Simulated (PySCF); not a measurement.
# CBr⁻ (triplet) with other numerical set-ups

The method stays; parts of the set-up, such as the basis or the Hamiltonian, are changed.

Method: each script names its method and basis; program: PySCF 2.14.0.

### 1 The starting structure

CBr⁻ (triplet): 2 atoms, charge -1, spin multiplicity 3.

Bond lengths: C1–Br2 1.925 Å.

### 2 The run that the others are compared with

The input, input.py:

```python
from pyscf import gto, scf, mp

mol = gto.M(
    atom='C 0 0 0; Br 0 0 1.925',
    basis='jorge-dzp',
    charge=-1,
    spin=2,
    verbose=4,
)
mf = scf.UHF(mol)
mf.kernel()
mp.MP2(mf).kernel()
mf.dip_moment()
print('orbital energies (hartree):', [e[max(0, n-3):n+3].round(4) for e, n in zip(mf.mo_energy, mol.nelec)])
```

Started as:

```bash
python input.py
```

The log of this run is left out.

In short: E(SCF) = -2610.086033 Eh, 13 cycles, E(MP2) − E(SCF) = -0.72704 Eh, ⟨S²⟩ = 2.024.

The bond length is a typed value, not an optimised one. The dipole of an ion depends on the origin. The triplet is typed in the script; nothing here shows that it is the ground state.

### 3 Spin-free X2C on

Edit 1 changes spin-free X2C: off → on.

The input, input.py:

```python
from pyscf import gto, scf, mp

mol = gto.M(
    atom='C 0 0 0; Br 0 0 1.925',
    basis='jorge-dzp',
    charge=-1,
    spin=2,
    verbose=4,
)
mf = scf.UHF(mol)
mf = mf.sfx2c1e()
mf.kernel()
mp.MP2(mf).kernel()
mf.dip_moment()
print('orbital energies (hartree):', [e[max(0, n-3):n+3].round(4) for e, n in zip(mf.mo_energy, mol.nelec)])
```

Started as:

```bash
python input.py
```

### 4 Lanl2dz (core potential on)

Edit 2 changes basis set: jorge-dzp → lanl2dz; core potential: off → on. The core potential changes with it: totals don't compare.

Edit input.py of step 2 so:

```diff
@@ -4,3 +4,4 @@
     atom='C 0 0 0; Br 0 0 1.925',
-    basis='jorge-dzp',
+    basis='lanl2dz',
+    ecp={'Br': 'lanl2dz'},
     charge=-1,
```

### 5 Ano-rcc-vdzp (X2C on)

Edit 3 changes basis set: jorge-dzp → ano-rcc-vdzp; spin-free X2C: off → on.

Edit input.py of step 2 so:

```diff
@@ -4,3 +4,3 @@
     atom='C 0 0 0; Br 0 0 1.925',
-    basis='jorge-dzp',
+    basis='ano-rcc-vdzp',
     charge=-1,
@@ -10,2 +10,3 @@
 mf = scf.UHF(mol)
+mf = mf.sfx2c1e()
 mf.kernel()
```

### 6 Cartesian functions on

Edit 4 changes Cartesian functions: off → on.

Edit input.py of step 2 so:

```diff
@@ -7,2 +7,3 @@
     spin=2,
+    cart=True,
     verbose=4,
```

### 7 Density fitting auto

Edit 5 changes density fitting: none → auto.

Edit input.py of step 2 so:

```diff
@@ -10,2 +10,3 @@
 mf = scf.UHF(mol)
+mf = mf.density_fit()
 mf.kernel()
```

What does the calculation give? Wanted: for each run, E(SCF); from base; gap, α spin; after the SCF.

**Answer**, as computed:

| run | E(SCF) (hartree) | from base (eV) | cycles | gap, α spin (eV) | functions | after the SCF |
| --- | --- | --- | --- | --- | --- | --- |
| base | -2610.086033 | 0 | 13 | 13.87 | 58 | MP2 correlation -19.784 eV |
| spin-free X2C on | -2639.197034 | -792.1507 | 12 | 13.81 | 58 | MP2 correlation -20.084 eV |
| lanl2dz (core potential on) | -50.672726 | not comparable | 13 | 13.50 | 17 | MP2 correlation -1.849 eV |
| ano-rcc-vdzp (X2C on) | -2642.234513 | not comparable | 12 | 12.96 | 41 | MP2 correlation -6.379 eV |
| Cartesian functions on | -2610.103057 | -0.4632 | 13 | 13.85 | 64 | MP2 correlation -20.979 eV |
| density fitting auto | -2610.086436 | -0.0110 | 13 | 13.85 | 58 | MP2 correlation -19.781 eV |

**Reading.** Of the runs whose energies can be compared, “spin-free X2C on” moves the SCF energy most (-792.151 eV). Scalar relativity lowers the total energy by 792.15 eV, nearly all of it in the inner shells; a basis contracted without relativity catches only part of it.
